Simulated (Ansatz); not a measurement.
# GeH₄O₃: small, medium and large basis sets

One table from this session's results is given with a row withheld; the runs are named, their logs left out.

The runs use Ansatz 0.2.0, Gaussian basis; one geometry, several basis sets.

Levels to be run: PBE0-D4/def2-SVP; ωB97M-V/def2-SVP; PBE0-D4/def2-QZVPP; ωB97M-V/def2-QZVPP; the functionals' def2-TZVPP values are taken from earlier runs.

### The relaxed structure

The geometry comes from an earlier relaxation with PBE0-D4 in a triple-zeta def2 set; it is a stationary point, not always the lowest conformer.

SMILES `[OH][GeH]([OH])[OH]`, 8 atoms, charge 0, spin multiplicity 1.

Atoms are counted from 1 here; the program's logs count them from 0.

Bond lengths: O1–Ge2 1.765 Å, O1–H5 0.961 Å, Ge2–O3 1.772 Å, Ge2–O4 1.761 Å, Ge2–H6 1.526 Å, O3–H7 0.960 Å, O4–H8 0.961 Å. Angles: Ge2–O1–H5 112.5°, O1–Ge2–O3 110.8°, O1–Ge2–O4 110.6°, O1–Ge2–H6 106.0°, O3–Ge2–O4 102.9°, O3–Ge2–H6 114.0°, O4–Ge2–H6 112.6°, Ge2–O3–H7 113.5°, Ge2–O4–H8 110.8°.

Coordinates:

```xyz
8
GeH4O3
O    -0.5099    1.3819   -0.8573
Ge   -0.0818    0.2197    0.3996
O     1.4547   -0.5777    0.0227
O    -1.2244   -1.1201    0.4183
H    -0.8229    0.9569   -1.6601
H    -0.0718    1.0009    1.7108
H     2.1344    0.0270   -0.2834
H    -0.7860   -1.9456    0.1937
```

Set-up of the first run:

in.yaml reads:

```yaml
crystal:
  periodic: [false, false, false]
  atoms:
    - {symbol: O, position_ang: [-0.509862, 1.381882, -0.857297]}
    - {symbol: Ge, position_ang: [-0.081839, 0.219711, 0.399559]}
    - {symbol: O, position_ang: [1.454656, -0.577745, 0.022706]}
    - {symbol: O, position_ang: [-1.224368, -1.120062, 0.418266]}
    - {symbol: H, position_ang: [-0.822866, 0.956915, -1.660143]}
    - {symbol: H, position_ang: [-0.071819, 1.000914, 1.710793]}
    - {symbol: H, position_ang: [2.134380, 0.026960, -0.283413]}
    - {symbol: H, position_ang: [-0.785981, -1.945574, 0.193728]}
basis:
  gaussian: {orbitals: def2-SVP}
hamiltonian: {xc: pbe0, dispersion: d4}
output: {orbitals: {seedname: orbitals}}
```

Among the steps run: PBE0-D4 in def2-SVP; ωB97M-V in def2-SVP; PBE0-D4 in def2-QZVPP; ωB97M-V in def2-QZVPP.

One table of the session follows, with a row left open; its other results are not shown here.

It belongs to the step «Density functionals: the series». 

```
functional       basis  HOMO (eV)  LUMO (eV)
   PBE0-D4    def2-SVP      -8.66       0.71
   PBE0-D4  def2-TZVPP          ?          ?
   PBE0-D4  def2-QZVPP      -8.99      -0.05
   ωB97M-V    def2-SVP     -11.06       2.51
   ωB97M-V  def2-TZVPP     -11.35       1.84
   ωB97M-V  def2-QZVPP     -11.42       1.35
```

Q: Estimate the row for PBE0-D4, def2-TZVPP from the others.

As computed: HOMO (eV): -8.92; LUMO (eV): 0.23. In the column «HOMO (eV)» it lies between PBE0-D4, def2-QZVPP (-8.99) and PBE0-D4, def2-SVP (-8.66).
